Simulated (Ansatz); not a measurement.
**CH3Cl2In: basis-set convergence**

How large a basis does CH3Cl2In need? Two functionals are run in growing sets.

Computed with Ansatz 0.2.0, Gaussian basis. Level: one geometry, several basis sets.

Levels to be run: PBE0-D4/def2-SVP; ωB97M-V/def2-SVP; PBE0-D4/def2-QZVPP; ωB97M-V/def2-QZVPP; the functionals' def2-TZVPP values are taken from earlier runs.

**1. The geometry**

An earlier PBE0-D4 in a triple-zeta def2 set relaxation fixed the geometry. In takes the def2 core potential; no spin-orbit term is included.

SMILES `Cl[CH](Cl)[InH2]`, 7 atoms, charge 0, spin multiplicity 1.

Atoms are counted from 1 here; the program's logs count them from 0.

Bond lengths: Cl1–C2 1.766 Å, C2–Cl3 1.805 Å, C2–In4 2.188 Å, C2–H5 1.086 Å, In4–H6 1.711 Å, In4–H7 1.716 Å. Angles: Cl1–C2–Cl3 111.1°, Cl1–C2–In4 116.2°, Cl1–C2–H5 107.0°, Cl3–C2–In4 98.5°, Cl3–C2–H5 105.4°, In4–C2–H5 117.9°, C2–In4–H6 114.7°, C2–In4–H7 116.2°, H6–In4–H7 129.0°.

**2. PBE0-D4 in def2-SVP**

Input file in.yaml:

```yaml
crystal:
  periodic: [false, false, false]
  atoms:
    - {symbol: Cl, position_ang: [-0.817204, -1.640352, 1.429124]}
    - {symbol: C, position_ang: [0.174076, -0.903848, 0.166046]}
    - {symbol: Cl, position_ang: [1.831737, -0.529316, 0.775123]}
    - {symbol: In, position_ang: [-0.402316, 1.111679, -0.460994]}
    - {symbol: H, position_ang: [0.314121, -1.655091, -0.605704]}
    - {symbol: H, position_ang: [-1.046457, 2.090472, 0.785375]}
    - {symbol: H, position_ang: [-0.053957, 1.526446, -2.088970]}
basis:
  gaussian: {orbitals: def2-SVP}
hamiltonian: {xc: pbe0, dispersion: d4}
output: {orbitals: {seedname: orbitals}}
```

The run is started by

```
$ ansatz run in.yaml --threads 2 --pin off --events-out ev --progress --plain --max-ram 4352MiB
```

The runs that follow: ωB97M-V in def2-SVP; PBE0-D4 in def2-QZVPP; ωB97M-V in def2-QZVPP.

**Question.** What will the summary of the whole plan be? Wanted: PBE0-D4: double and triple zeta above quadruple; ωB97M-V: double and triple zeta above quadruple.

**Answer**, as computed:

| quantity | value |
| --- | --- |
| PBE0-D4: double and triple zeta above quadruple | 11.01, 0.85 eV |
| ωB97M-V: double and triple zeta above quadruple | 10.95, 0.82 eV |

**Reading.** PBE0-D4 gains 10.16 eV from double to triple zeta, then 0.85 eV more. These are total energies; as a rule much of such shifts cancels in differences, which this series doesn't test.
